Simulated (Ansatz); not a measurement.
# GaO−: energies up the ladder

Aim: energies up the ladder, for GaO−, with the cost of each level. Charge -1.

Method: the levels named in each step, in Ansatz 0.2.0.

## Step 1: The starting structure

Bond lengths: O1–Ga2 1.647 Å.

Coordinates:

```xyz
2

O     0.0000    0.0000    0.0000
Ga    0.0000    0.0000    1.6467
```

## Step 2: A rough first relaxation, PBE-D4/def2-SVPD

input.yaml

```yaml
crystal:
  periodic: [false, false, false]
  atoms:
    - { symbol: O, position_ang: [0.0, 0.0, 0.0] }
    - { symbol: Ga, position_ang: [0.0, 0.0, 1.64674] }
total_charge: -1
basis:
  gaussian: { orbitals: def2-SVPD }
hamiltonian:
  xc: pbe
  dispersion: d4
relax:
  f_tol: 0.03
  max_steps: 200
```

Started as:

```sh
> ansatz run input.yaml --threads 2 --pin off --max-ram 5120MiB --backend cpu --events-out ev --progress --plain --runs-dir out
```

Further steps of the session: Relaxation, PBE0-D4/def2-TZVPPD; Frequencies, PBE0-D4/def2-TZVPPD; Single point, PBE-D4/def2-TZVPPD; Single point, r2SCAN-D4/def2-TZVPPD; Single point, B3LYP-D4/def2-TZVPPD; Single point, wB97M-V/def2-TZVPPD; Single point, B2PLYP/def2-TZVPPD; Single point, LDA/def2-TZVPPD; Single point, PBE0-D4/def2-SVPD; Single point, PBE-D4/def2-SVPD; Single point, CCSD(T)/def2-TZVPPD; Single point, CCSD(T)/def2-QZVPPD.

Before running it: what results should come out? Wanted: O1–Ga2 at PBE0-D4/def2-TZVPPD; frequencies at PBE0-D4/def2-TZVPPD; energy at CCSD(T)/CBS.

The runs gave:

| quantity | value |
| --- | --- |
| O1–Ga2 at PBE0-D4/def2-TZVPPD | 1.712 Å |
| frequencies at PBE0-D4/def2-TZVPPD | 820 cm⁻¹ |
| energy at CCSD(T)/CBS | -54398.828 eV |

No mode is imaginary, so the geometry is a minimum. These totals serve in differences with atoms or fragments at the same level; alone they don't rank the methods. A T1 diagnostic of 0.027 (charge -1) lies over the usual mark for one of the runs, a hint of some multireference character there.
